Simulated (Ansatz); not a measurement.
# CW: the cost of one run

Method: def2-QZVPP, core rule «outside noble gas», up to 5 orbitals frozen; program: Ansatz 0.2.0, Gaussian basis.

Plan: UHF; ROHF; CCSD(T) on UHF.

2 further runs of the same task are left out: 2 set aside as unsound or not needed.

## (1) What is computed

The geometry is a PBE0/def2-TZVP stationary point (not a proven minimum) of the parent state, kept for this charge and spin. No spin-orbit coupling is included. Elements past krypton take def2 core potentials.

2 atoms, charge 1, spin multiplicity 2.

Atoms are counted from 1 here; the program's logs count them from 0.

Bond lengths: W1–C2 1.699 Å.

Coordinates:

```
atom   x (Å)   y (Å)   z (Å)
  W1  0.0000  0.0000  0.0000
  C2  0.0000  0.0000  1.6988
```

## (2) UHF

in.yaml reads:

```yaml
crystal:
  periodic: [false, false, false]
  atoms:
    - {symbol: W, position_ang: [0.000000, 0.000000, 0.000000]}
    - {symbol: C, position_ang: [0.000000, 0.000000, 1.698800]}
basis:
  gaussian: {orbitals: "def2-QZVPP.json"}
total_charge: 1
magnetization: {spin_polarized: true, initial_magnetization: 1}
hamiltonian: {xc: hf}
output: {orbitals: {seedname: orbitals}}
```

Started as:

```sh
$ ansatz run in.yaml --threads 1 --pin off --events-out ev --progress --plain --max-ram 4096MiB --backend cpu
```

What time and memory should one allow on 1 thread of AMD EPYC 7R13, shared host?

About 20 s, with a peak of 0.3 GiB.
